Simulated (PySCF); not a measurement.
# F2Ge2H6P2 ((GeH3)2PPF2): the cost of one run

Computed with PySCF 2.14.0, with density-fitted response routines of our own, on a single molecule in the gas phase. Atoms count from 0, in the outputs and in this text.

## (1) Starting geometry

12 atoms, charge 0, multiplicity 1; geometry from: GFN2-xTB.

Bonds of the start (Å): F0–P1 1.62, P1–F2 1.62, P1–P3 2.17, P3–Ge4 2.31, P3–Ge5 2.31, Ge4–H6 1.50, Ge4–H7 1.50, Ge4–H8 1.50, Ge5–H9 1.50, Ge5–H10 1.50, Ge5–H11 1.50.

## (2) Relaxing the molecule at PBE0-D3(BJ)/def2-SVP

What the job is given:

```
{"job": {"xc": "PBE0", "basis": "def2-SVP", "d3": "d3bj", "grid": 1, "kind": "geom"}, "charge": 0, "multiplicity": 1}
F      2.439769    -1.326087     1.245908
P      0.825613    -1.289141     1.161863
F      0.689467    -2.845726     0.745220
P      0.645592    -0.429261    -0.827775
Ge    -1.655011    -0.548695    -0.612943
Ge     0.862885     1.670499     0.118785
H     -2.319642     0.298529    -1.656505
H     -2.200884    -0.115781     0.719893
H     -2.104795    -1.961000    -0.835241
H      0.071602     1.895292     1.377420
H      0.444668     2.728745    -0.857724
H      2.301935     1.921940     0.453950
```

On the command line:

```console
$ OMP_NUM_THREADS=1 python probes_run.py task.json out
```

This one command runs all jobs of the session in turn.

**Question.** How long does this first job take on 1 thread of Intel Xeon Platinum 8488C, shared host, and how much memory does it need?

About 4 min, with a peak of 0.77 GiB.
